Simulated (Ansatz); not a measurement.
What does this script print? It uses the Python package of Ansatz (0.2.0).

The script, `run_xc.py`:
```python
"""Functional comparison for Ni (totals differ with the potentials too)."""

import csv
import warnings

import ansatz as az

config = {
    "scf_tol": 1e-09,
    "k_density": 4.1,
}

warnings.simplefilter("ignore", az.DeckWarning)

lattice = az.Lattice.of(
    (2.4480229, 0.0, 0.0),
    (-1.22401145, 2.12005002, 0.0),
    (0.0, 0.0, 4.07280757),
)
sites = [
    ("Ni", (1 / 3, 2 / 3, 0.25), 2.0),
    ("Ni", (2 / 3, 1 / 3, 0.75), -2.0),
]
xtal = az.Crystal(lattice=lattice)
for symbol, position, moment in sites:
    xtal = xtal.atom(symbol, position, moment=moment or None)

setup = (
    xtal.calculation()
    .scf(tolerance=config["scf_tol"])
    .pseudopotentials("paw")
    .spin(az.SpinTreatment.COLLINEAR)
    .kpoints(density=config["k_density"])
    .occupations(az.OccupationsMethod.FERMI_DIRAC, width=100 * az.meV)
    .forces()  # minus the gradient of the free energy
    .stress()  # positive in compression
)

rows = []
for value in ["pbesol", "lda", "r2scan"]:
    report = setup.functional(value).run(threads=1, pin="off").report
    rows.append((value, report["free_energy_ev"] / len(report["lattice"]["sites"]), report["n_iterations"], sum(report["stress_gpa"][i][i] for i in range(3)) / 3, max(abs(f) for row in report["forces_ev_ang"] for f in row), report["magnetization_mub"], report["n_kpoints"]))

with open("xc.csv", "w", newline="") as handle:
    writer = csv.writer(handle)
    writer.writerow(["functional", "F/atom (eV)", "iterations", "P (GPa)", "max component (eV/A)", "moment (muB)", "k-points"])
    writer.writerows([round(v, 5) if isinstance(v, float) else v for v in row] for row in rows)
print(open("xc.csv").read())
```

Running `python run_xc.py` prints:
```text
RunWarning: the starting moments were not kept: 1 of 2 ended reversed and 1 kept their direction, counting a site from 0.1 of the cell's largest site moment. The largest reversed, site 0 (counted from 0, in the order of the report's site_moments_mub), started with +2.0 μB and closes at -6.6e-1 μB in its sphere. The starting moments cancel, and the net magnetisation is 1.3e0 μB in size, over 0.1 of its absolute magnetisation of 1.3e0 μB. The SCF closed on another magnetic arrangement than the [...]
RunWarning: a lower state was found: an SCF along what the orbitals of the run's state read of its open shells (or to have them read: on a GPU, or by another smearing), with the run's symmetry operations kept, reached one 0.1472 eV below the state on which the run stood (F = -11690.391538 eV), and the run does not take it: moments that the deck types opposite to one another are not so in it
functional,F/atom (eV),iterations,P (GPa),max component (eV/A),moment (muB),k-points
pbesol,-5804.97667,15,-2.86102,0.0,-1.24501,84
lda,-5773.36538,15,-10.61137,0.0,-1.20828,84
r2scan,-5845.26937,2,-0.70191,0.0,-1.39131,84
```
(Warnings from the package without file and line, shortened, repeats left out.)

From lowest to highest: LDA (-10.6 GPa), PBEsol (-2.9 GPa) and r2SCAN (-0.7 GPa). At a fixed cell a lower pressure usually means a smaller equilibrium volume, so LDA prefers the smallest cell and r2SCAN the largest.

Caveats:
- The SCF didn't keep the moments it started from (some shrank, vanished or turned); what is printed is the state reached.
- The mesh is modest for a metal, so energies can be off by several to tens of meV an atom and pressures by half a GPa or more; differences at equal mesh fare better.
- The overall sign of a collinear moment is arbitrary, and semilocal functionals can give small moments to compounds that are paramagnetic.
- The program warned that this SCF threshold is loose for forces or stresses.
- Forces vanish by symmetry here and test nothing.
- Pressure is positive in compression.
- r2SCAN tends to overestimate the moments of itinerant magnets.
- This isn't the structure that Ni takes at ambient conditions.
- Total energies of different functionals can't be compared; pressures, moments and gaps at this one structure can.
- The script silences the warnings on its input, which a real study should read.
- Run time: 5.8 min on 1 thread of Arm Neoverse V1, on a shared host, peak memory 0.71 GiB.
